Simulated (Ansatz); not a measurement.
**C2H8O3Si2: one species, many methods**

How much do the methods differ for C2H8O3Si2? The plan is to run it at one geometry with functionals of several rungs and with coupled cluster, and see how far each lands from CCSD(T) at the basis-set limit for the atomisation energy.

The runs use Ansatz 0.2.0, Gaussian basis; functionals in def2-TZVPP, the program's frozen cores in correlated methods.

Levels to be run: PBE-D4, r2SCAN-D4, PBE0-D4, B3LYP-D4, ωB97X-V, ωB97M-V, B2PLYP; CCSD(T)/def2-TZVPP; MP2/def2-QZVPP; extrapolation to the limit.

## (1) The relaxed structure

An earlier PBE0-D4 in a triple-zeta def2 set relaxation fixed the geometry.

15 atoms, charge 0, spin multiplicity 1.

Atoms are counted from 1 here; the program's logs count them from 0.

Bond lengths: C1–C2 1.332 Å, C1–H8 1.087 Å, C1–H9 1.086 Å, C2–Si3 1.859 Å, C2–H10 1.091 Å, Si3–O4 1.668 Å, Si3–Si5 2.351 Å, Si3–H11 1.495 Å, O4–H12 0.958 Å, Si5–O6 1.652 Å, Si5–O7 1.646 Å, Si5–H13 1.487 Å, O6–H14 0.959 Å, O7–H15 0.962 Å. Angles: C2–C1–H8 121.8°, C2–C1–H9 121.7°, H8–C1–H9 116.5°, C1–C2–Si3 123.7°, C1–C2–H10 117.8°, Si3–C2–H10 118.4°, C2–Si3–O4 112.9°, C2–Si3–Si5 116.8°, C2–Si3–H11 107.3°, O4–Si3–Si5 99.1°, O4–Si3–H11 108.8°, Si5–Si3–H11 111.7°, Si3–O4–H12 118.5°, Si3–Si5–O6 107.9°, Si3–Si5–O7 105.4°, Si3–Si5–H13 116.7°, O6–Si5–O7 113.3°, O6–Si5–H13 108.8° and more.

## (2) PBE-D4 (GGA)

in.yaml reads:

```yaml
crystal:
  periodic: [false, false, false]
  atoms:
    - {symbol: C, position_ang: [-0.797185, 1.825033, -1.283330]}
    - {symbol: C, position_ang: [0.266511, 1.086521, -1.595817]}
    - {symbol: Si, position_ang: [0.952589, -0.249904, -0.500698]}
    - {symbol: O, position_ang: [0.620544, -1.785202, -1.062665]}
    - {symbol: Si, position_ang: [0.027909, -0.433097, 1.652523]}
    - {symbol: O, position_ang: [-1.457049, 0.289462, 1.629532]}
    - {symbol: O, position_ang: [-0.040030, -2.048653, 1.962869]}
    - {symbol: H, position_ang: [-1.161862, 2.610638, -1.940402]}
    - {symbol: H, position_ang: [-1.345001, 1.674560, -0.357847]}
    - {symbol: H, position_ang: [0.771640, 1.294729, -2.539889]}
    - {symbol: H, position_ang: [2.435543, -0.065621, -0.451886]}
    - {symbol: H, position_ang: [0.971245, -2.045967, -1.915428]}
    - {symbol: H, position_ang: [0.822940, 0.139429, 2.770715]}
    - {symbol: H, position_ang: [-1.948277, 0.308483, 2.453205]}
    - {symbol: H, position_ang: [-0.119497, -2.600410, 1.179119]}
basis:
  gaussian: {orbitals: def2-TZVPP}
hamiltonian: {xc: pbe, dispersion: d4}
output: {forces: true, orbitals: {seedname: orbitals}}
```

On the command line:

```bash
$ ansatz run in.yaml --threads 2 --pin off --events-out ev --progress --plain --max-ram 32768MiB --backend cuda --devices 0, --max-vram 18GiB
```

The runs that follow: r2SCAN-D4 (meta-GGA); PBE0-D4 (hybrid); B3LYP-D4 (hybrid); ωB97X-V (range-separated); ωB97M-V (range-separated); B2PLYP (double hybrid); CCSD(T) in def2-TZVPP; MP2 in def2-QZVPP.

**Question.** What will the summary of the whole plan be? Wanted: atomisation energy, CCSD(T)/CBS; farthest; mean size of error, hybrid; mean size of error, range-separated; gap, smallest and largest; T1 diagnostic; triples share of the correlation energy.

The runs gave:

```
                               quantity                                 value
        atomisation energy, CCSD(T)/CBS                       1406.6 kcal/mol
functionals within 7.0 kcal/mol (0.5 %)           r2SCAN-D4, ωB97X-V, ωB97M-V
                               farthest               B2PLYP (-22.4 kcal/mol)
             mean size of error, hybrid                         11.9 kcal/mol
    mean size of error, range-separated                          2.5 kcal/mol
              gap, smallest and largest  4.65 eV (PBE-D4), 11.26 eV (ωB97X-V)
                          T1 diagnostic                                0.0124
triples share of the correlation energy                                 3.8 %
```

What this shows: PBE-D4 is off by +13.8 kcal/mol. Double hybrids carry the basis error of their MP2 part in triple zeta, and no dispersion term here, so their miss is partly the set-up's. The reference freezes the cores and leaves out relativity and excitations past (T), so misses under about 7.0 kcal/mol can't be ranked. Hartree-Fock recovers 72 % of the binding; the rest is correlation. The gap grows from 4.7 to 11.3 eV across the functionals, mostly with the share of exact exchange.
